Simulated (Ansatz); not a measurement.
# CH₄BrClSi: basis-set convergence

An exercise on one series of results from a longer session: the logs are not shown, and one member is left open.

Program: Ansatz 0.2.0, Gaussian basis. Level of theory: one geometry, several basis sets. These are calculated values, not measurements.

Plan: PBE0-D4/def2-SVP; ωB97M-V/def2-SVP; PBE0-D4/def2-QZVPP; ωB97M-V/def2-QZVPP; the functionals' def2-TZVPP values are taken from earlier runs.

## The relaxed structure

The geometry comes from an earlier relaxation with PBE0-D4 in a triple-zeta def2 set; it is a stationary point, not always the lowest conformer.

SMILES `C[SiH](Cl)Br`, 8 atoms, charge 0, spin multiplicity 1.

Atoms are counted from 1 here; the program's logs count them from 0.

Bond lengths: C1–Si2 1.848 Å, C1–H5 1.092 Å, C1–H6 1.092 Å, C1–H7 1.093 Å, Si2–Cl3 2.049 Å, Si2–Br4 2.216 Å, Si2–H8 1.478 Å. Angles: Si2–C1–H5 110.1°, Si2–C1–H6 110.4°, Si2–C1–H7 110.0°, H5–C1–H6 108.7°, H5–C1–H7 108.9°, H6–C1–H7 108.7°, C1–Si2–Cl3 109.8°, C1–Si2–Br4 109.8°, C1–Si2–H8 113.5°, Cl3–Si2–Br4 109.0°, Cl3–Si2–H8 107.4°, Br4–Si2–H8 107.2°.

As a file:

```xyz
8

C    -0.2680    0.9864    0.1276
Si    0.3101   -0.7332   -0.2267
Cl    1.6391   -1.3298    1.2146
Br   -1.4193   -2.1195   -0.2338
H    -0.9750    1.3097   -0.6397
H    -0.7628    1.0291    1.0997
H     0.5831    1.6717    0.1364
H     0.9848   -0.8714   -1.5340
```

Set-up of the first run:

The input, in.yaml:

```yaml
crystal:
  periodic: [false, false, false]
  atoms:
    - {symbol: C, position_ang: [-0.267997, 0.986400, 0.127643]}
    - {symbol: Si, position_ang: [0.310109, -0.733185, -0.226724]}
    - {symbol: Cl, position_ang: [1.639129, -1.329819, 1.214605]}
    - {symbol: Br, position_ang: [-1.419281, -2.119499, -0.233769]}
    - {symbol: H, position_ang: [-0.974997, 1.309721, -0.639722]}
    - {symbol: H, position_ang: [-0.762764, 1.029072, 1.099653]}
    - {symbol: H, position_ang: [0.583095, 1.671679, 0.136400]}
    - {symbol: H, position_ang: [0.984805, -0.871372, -1.533984]}
basis:
  gaussian: {orbitals: def2-SVP}
hamiltonian: {xc: pbe0, dispersion: d4}
output: {orbitals: {seedname: orbitals}}
```

Steps of the session up to this table: PBE0-D4 in def2-SVP; ωB97M-V in def2-SVP; PBE0-D4 in def2-QZVPP; ωB97M-V in def2-QZVPP.

One table of the session follows, with a row left open; its other results are not shown here.

It belongs to the step «Density functionals: the series». 

| functional | basis | HOMO (eV) | LUMO (eV) |
| --- | --- | --- | --- |
| PBE0-D4 | def2-SVP | -8.39 | 0.43 |
| PBE0-D4 | def2-TZVPP | -8.49 | 0.11 |
| PBE0-D4 | def2-QZVPP | ? | ? |
| ωB97M-V | def2-SVP | -10.57 | 2.49 |
| ωB97M-V | def2-TZVPP | -10.70 | 2.04 |
| ωB97M-V | def2-QZVPP | -10.73 | 1.67 |

**Question.** Estimate the row for PBE0-D4, def2-QZVPP.

The run gave: HOMO (eV): -8.51; LUMO (eV): -0.02. In the column «HOMO (eV)» it lies between ωB97M-V, def2-SVP (-10.57) and PBE0-D4, def2-TZVPP (-8.49).
